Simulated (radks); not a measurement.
# Mo⁺ in [Kr] 4d5: an all-electron calculation

The task here is to estimate one member of a computed series from the others.

Method: Dirac Kohn-Sham, RPBE, spin-unpolarised, spherical densities, point nucleus; open shells are shared between the two j in proportion to 2j + 1. Code: radks (a radial shooting solver on a logarithmic mesh, Libxc functionals) version 1.

### Starting point

- element: molybdenum (Z = 42)
- charge: +1
- electrons: 41
- configuration: [Kr] 4d5

The outer shells:

Mo⁺
```
[Kr] core
4d [↑ ][↑ ][↑ ][↑ ][↑ ]
```

The first run:

The run's settings:

```text
Z 42
configuration [Kr] 4d5
relativity Dirac
functional rpbe,pbe
spin unpolarised
j_filling average
nucleus point
c 137.035999084
```

One table of the session follows, with a row left open; its other results are not shown here.

It belongs to the step «Orbitals and density». Radial moments (bohr):

| level | <r> | outermost maximum (interpolated) | 90 % within | nodes |
| --- | --- | --- | --- | --- |
| 1s1/2 | 0.03516 | 0.0229 | 0.0630 | 0 |
| 2s1/2 | 0.1534 | 0.130 | 0.237 | 1 |
| 2p1/2 | 0.1308 | 0.101 | 0.214 | 0 |
| 2p3/2 | 0.1353 | 0.105 | 0.220 | 0 |
| 3s1/2 | 0.4285 | 0.384 | 0.633 | 2 |
| 3p1/2 | 0.4232 | 0.371 | 0.640 | 1 |
| 3p3/2 | 0.4338 | 0.380 | 0.655 | 1 |
| 3d3/2 | 0.4132 | 0.321 | 0.661 | 0 |
| 3d5/2 | ? | ? | ? | ? |
| 4s1/2 | 1.109 | 0.991 | 1.62 | 3 |
| 4p1/2 | 1.219 | 1.06 | 1.81 | 2 |
| 4p3/2 | 1.250 | 1.08 | 1.86 | 2 |
| 4d3/2 | 1.877 | 1.37 | 3.05 | 1 |
| 4d5/2 | 1.900 | 1.39 | 3.10 | 1 |

Estimate the missing values for 3d5/2.

**Answer.** <r>: 0.4166; outermost maximum (interpolated): 0.324; 90 % within: 0.666; nodes: 0. In the column «<r>» it lies between 3d3/2 (0.4132) and 3p1/2 (0.4232).

Caveats from the session: Spin polarisation and multiplet splitting are left out.
